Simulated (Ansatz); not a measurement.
# C₇H₁₄: a ladder of functionals and wavefunction methods

Aim: compute C₇H₁₄ with functionals from several rungs and with coupled cluster, and see how far each lands from CCSD(T) at the basis-set limit for the atomisation energy.

Method: functionals in def2-TZVPP, the program's frozen cores in correlated methods; program: Ansatz 0.2.0, Gaussian basis.

Levels to be run: LDA (SPW92), PBE-D4, revPBE-D4, BLYP-D4, r2SCAN-D4, B97M-V, PBE0-D4, B3LYP-D4, r2SCANh-D4, r2SCAN0-D4, HSE06-D4, BHLYP-D4, CAM-B3LYP-D4, LC-ωPBE, ωB97X-V, ωB97M-V, B2PLYP, PBE-QIDH; CCSD(T)/def2-SVP; CCSD(T)/def2-TZVPP; MP2/def2-QZVPP; extrapolation to the limit; RPA on PBE.

### Step 1. Structure used throughout

The geometry comes from an earlier relaxation with PBE0-D4 in a triple-zeta def2 set; it is a stationary point, not always the lowest conformer.

SMILES `C[C@@H]1CC[C@@H](C)C1`, 21 atoms, charge 0, spin multiplicity 1.

Atoms are counted from 1 here; the program's logs count them from 0.

Bond lengths: C1–C2 1.516 Å, C1–H8 1.094 Å, C1–H9 1.093 Å, C1–H10 1.095 Å, C2–C3 1.530 Å, C2–C7 1.543 Å, C2–H11 1.097 Å, C3–C4 1.520 Å, C3–H12 1.093 Å, C3–H13 1.097 Å, C4–C5 1.530 Å, C4–H14 1.093 Å, C4–H15 1.097 Å, C5–C6 1.516 Å, C5–C7 1.543 Å, C5–H16 1.097 Å, C6–H17 1.094 Å, C6–H18 1.095 Å and more. Angles: C2–C1–H8 111.5°, C2–C1–H9 111.5°, C2–C1–H10 110.6°, H8–C1–H9 107.7°, H8–C1–H10 107.8°, H9–C1–H10 107.7°, C1–C2–C3 114.4°, C1–C2–C7 114.2°, C1–C2–H11 108.3°, C3–C2–C7 104.2°, C3–C2–H11 107.3°, C7–C2–H11 108.1°, C2–C3–C4 103.4°, C2–C3–H12 112.7°, C2–C3–H13 109.6°, C4–C3–H12 113.9°, C4–C3–H13 109.8°, H12–C3–H13 107.3° and more.

### Step 2. LDA

This LDA is Slater exchange with PW92 correlation.

The input, in.yaml:

```yaml
crystal:
  periodic: [false, false, false]
  atoms:
    - {symbol: C, position_ang: [0.339666, -2.524565, 0.442742]}
    - {symbol: C, position_ang: [0.345668, -1.019335, 0.622538]}
    - {symbol: C, position_ang: [-1.001213, -0.428424, 1.043697]}
    - {symbol: C, position_ang: [-0.882280, 1.035000, 0.652189]}
    - {symbol: C, position_ang: [-0.226589, 0.980702, -0.728959]}
    - {symbol: C, position_ang: [0.447096, 2.270785, -1.153071]}
    - {symbol: C, position_ang: [0.724035, -0.232364, -0.649952]}
    - {symbol: H, position_ang: [0.054212, -3.037062, 1.365602]}
    - {symbol: H, position_ang: [1.324365, -2.896522, 0.147216]}
    - {symbol: H, position_ang: [-0.372870, -2.816228, -0.335399]}
    - {symbol: H, position_ang: [1.070644, -0.769665, 1.406775]}
    - {symbol: H, position_ang: [-1.219717, -0.587284, 2.102702]}
    - {symbol: H, position_ang: [-1.807370, -0.902206, 0.469600]}
    - {symbol: H, position_ang: [-1.834761, 1.570939, 0.647026]}
    - {symbol: H, position_ang: [-0.219142, 1.554934, 1.354949]}
    - {symbol: H, position_ang: [-1.015355, 0.749790, -1.455262]}
    - {symbol: H, position_ang: [-0.262471, 3.102319, -1.182544]}
    - {symbol: H, position_ang: [1.244570, 2.536881, -0.451997]}
    - {symbol: H, position_ang: [0.894918, 2.180953, -2.146402]}
    - {symbol: H, position_ang: [1.767826, 0.093119, -0.611744]}
    - {symbol: H, position_ang: [0.628765, -0.861757, -1.539711]}
basis:
  gaussian: {orbitals: def2-TZVPP}
hamiltonian: {xc: lda}
output: {orbitals: {seedname: orbitals}}
```

The run is started by

```console
$ ansatz run in.yaml --threads 2 --pin off --events-out ev --progress --plain --max-ram 32768MiB --backend cuda --devices 0, --max-vram 18GiB
```

After this run come: PBE-D4 (GGA); revPBE-D4 (GGA); BLYP-D4 (GGA); r2SCAN-D4 (meta-GGA); B97M-V (meta-GGA); PBE0-D4 (hybrid); B3LYP-D4 (hybrid); r2SCANh-D4 (hybrid); r2SCAN0-D4 (hybrid); HSE06-D4 (hybrid); BHLYP-D4 (hybrid); CAM-B3LYP-D4 (range-separated); LC-ωPBE (range-separated); ωB97X-V (range-separated); ωB97M-V (range-separated); B2PLYP (double hybrid); PBE-QIDH (double hybrid); CCSD(T) in def2-SVP; CCSD(T) in def2-TZVPP; MP2 in def2-QZVPP; RPA on PBE orbitals.

**Question.** What will the summary of the whole plan be? Wanted: atomisation energy, CCSD(T)/CBS; farthest beyond LDA; mean size of error, GGA; mean size of error, meta-GGA; mean size of error, hybrid; mean size of error, range-separated; mean size of error, double hybrid; gap, smallest and largest; T1 diagnostic.

**Answer**, as computed:

```
                               quantity                                                                                                              value
        atomisation energy, CCSD(T)/CBS                                                                                                          89.105 eV
    functionals within 0.446 eV (0.5 %)  revPBE-D4, r2SCAN-D4, B97M-V, B3LYP-D4, r2SCANh-D4, r2SCAN0-D4, CAM-B3LYP-D4, LC-ωPBE, ωB97X-V, ωB97M-V, PBE-QIDH
                    farthest beyond LDA                                                                                               BHLYP-D4 (-1.776 eV)
                mean size of error, GGA                                                                                                           0.796 eV
           mean size of error, meta-GGA                                                                                                           0.214 eV
             mean size of error, hybrid                                                                                                           0.667 eV
    mean size of error, range-separated                                                                                                           0.279 eV
      mean size of error, double hybrid                                                                                                           0.540 eV
              gap, smallest and largest                                                                          7.31 eV (LDA (SPW92)), 14.41 eV (LC-ωPBE)
                          T1 diagnostic                                                                                                             0.0087
triples share of the correlation energy                                                                                                              3.9 %
```

LDA overbinds by 11.959 eV (13 %). PBE-D4 is off by +1.727 eV. Double hybrids carry the basis error of their MP2 part in triple zeta, and no dispersion term here, so their miss is partly the set-up's. The rungs meta-GGA, range-separated miss on average by less than the doubt on the reference (0.446 eV), so they tie. Misses under about 0.446 eV are within the doubt on the reference itself, which lacks core-valence correlation, relativity and higher excitations. Hartree-Fock recovers 76 % of the binding; the rest is correlation. CCSD(T) in def2-SVP is off by -2.956 eV, so the small basis spoils what the method gains. Orbital gaps span 7.3 to 14.4 eV; exact exchange widens them.
